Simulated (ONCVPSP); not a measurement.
# An ONCV potential for Ni, from input to tests

Task: generate the file, and judge it by its errors in other configurations, its logarithmic derivatives, its ghosts and its cutoff.

Method: ONCVPSP 4.0.1.1 (patched build), LDA (Perdew-Wang 92), scalar-relativistic.

## (1) Starting point

Typed settings, in words:

```
element                 : nickel (Ni, Z = 28)
type                    : optimised norm-conserving Vanderbilt (ONCV)
frozen core             : [Ar]
valence charge          : 10
reference configuration : 3d8 4s1.5 4p0.5
partial waves           : 4s: rc 2.20 bohr, ncon 4, nbas 7, qcut 3.6 1/bohr, 3 projectors, debl 1.5 Ha; 4p: rc 3.00 bohr, ncon 4, nbas 8, qcut 2.4 1/bohr, 2 projectors, debl 3.4 Ha; 3d: rc 1.05 bohr, ncon 5, nbas 10, qcut 17.8 1/bohr, 2 projectors, debl 1.8 Ha; f scattering state at 0.14 Ha: rc 2.90 bohr, ncon 4, nbas 8, qcut 4.5 1/bohr, 3 projectors, debl 0.9 Ha
local potential         : polynomial inside 0.70 bohr (lpopt 5, dvloc0 0 Ha)
core correction         : Teter function, fcfact 4, rcfact 1.05
```

## (2) Generating the potential

Ni.dat reads:

```
# ATOM AND REFERENCE CONFIGURATION
# atsym  z   nc   nv     iexc    psfile
  Ni 28.00    5    3  -001012      upf
#
#   n    l    f
    1    0    2.00
    2    0    2.00
    2    1    6.00
    3    0    2.00
    3    1    6.00
    3    2    8.00
    4    0    1.50
    4    1    0.50
#
# PSEUDOPOTENTIAL AND OPTIMIZATION
# lmax
    3
#
#   l,   rc,      ep,       ncon, nbas, qcut
    0    2.20    0.00    4    7    3.60
    1    3.00    0.00    4    8    2.40
    2    1.05    0.00    5   10   17.80
    3    2.90    0.14    4    8    4.50
#
# LOCAL POTENTIAL
# lloc, lpopt,  rc(5),   dvloc0
    4    5    0.70    0.00
#
# VANDERBILT-KLEINMAN-BYLANDER PROJECTORs
# l, nproj, debl
    0    3    1.50
    1    2    3.40
    2    2    1.80
    3    3    0.90
#
# MODEL CORE CHARGE
# icmod, fcfact, rcfact
    3    4.00    1.05
#
# LOG DERIVATIVE ANALYSIS
# epsh1, epsh2, depsh
   -2.00    5.00    0.02
#
# OUTPUT GRID
# rlmax, drl
    6.00    0.01
#
# TEST CONFIGURATIONS
# ncnf
    4
# nvcnf
#   n    l    f
    3
    3    2    8.00
    4    0    2.00
    4    1    0.00
#
    3
    3    2    8.00
    4    0    1.00
    4    1    0.00
#
    3
    3    2    8.00
    4    0    0.00
    4    1    0.00
#
    3
    3    2    8.50
    4    0    1.50
    4    1    0.00
#
```

Started as:

```console
$ oncvpsp.x < Ni.dat > Ni.out
```

What does the calculation give? Wanted: cutoffs for 1 and 0.1 mHa per electron, occupied waves; bound ghosts; GHOST(+) flags; largest test error; largest phase difference near zero energy, channels read; rms error of d²Exc/dn², without and with the model core.

**Answer**, as computed:

| quantity | value |
| --- | --- |
| cutoffs for 1 and 0.1 mHa per electron, occupied waves | 108 Ha and 124 Ha |
| bound ghosts | s at -146.11 eV |
| GHOST(+) flags | p at 17 eV |
| largest test error (AE − PS) | -20 meV, for 3d8.5 4s1.5 4p0 (1 test unsolved) |
| largest phase difference near zero energy, channels read | 0.007 rad |
| rms error of d²Exc/dn², without and with the model core | 7.23 and 4.92 mHa |

A bound ghost (s) makes it unfit for use: electrons can fall into a state that the atom doesn't have. The worst unpolarised test, 3d8.5 4s1.5 4p0, is off by 20 meV on 3.5 eV; by total energies transferability rates as good where solved. Atomic tests can pass in spite of a ghost, since they solve only for the levels asked. Of the tests 1 gave no usable energy difference, which is a warning in itself. The potential is very hard: the looser tolerance needs 108 Ha. At the looser tolerance the 3d wave is the slowest; 4s needs 5 Ha. Near zero energy the phases of the channels with partial waves agree within 0.007 rad. The program also flags highly localised states, GHOST(+) (p). All of this concerns the isolated atom, not yet a solid.
